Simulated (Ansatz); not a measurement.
Crystal: Ta4O.

```
CELL_PARAMETERS angstrom
3.25750 0.00000 0.00000
0.00000 3.25750 0.00000
0.00000 0.00000 7.40934
ATOMIC_POSITIONS crystal
Ta 0.00000 0.00000 0.00000
Ta 0.50000 0.50000 0.21684
Ta 0.50000 0.50000 0.78316
Ta 0.00000 0.00000 0.50000
O 0.50000 0.50000 0.50000
```

The cell comes from a database or a generator and needn't be the stable form of this composition.

Base run:

* Program: Ansatz 0.2.0
* Functional: PBEsol
* Potentials or basis: Ansatz PAW
* Cutoff: 420 eV
* Density cutoff: 1680 eV
* k mesh: 8 × 8 × 4
* Occupations: fermi-dirac, width 0.05 eV
* Spin: no spin polarisation
* Hubbard terms: Ta d U = 5 eV

Its results: band gap on the k mesh none (metal or under the smearing width); pressure -2.6 GPa; largest force 0.738 eV/Å.

Q: The run is repeated on the same cell with these changes: hubbard terms from Ta d U = 5 eV to none; hubbard projectors from ortho-atomic (the default) to none. What comes out?

A: Band gap on the k mesh none (metal or under the smearing width); pressure -8.1 GPa; largest force 0.023 eV/Å.

Caveats: the PAW data sets come from PBE, with cores solved anew for the run's functional, which leaves a small shift of forces and pressure; U without spin polarisation on a metal has little footing (some runs).

Not every run made on this cell is shown here.
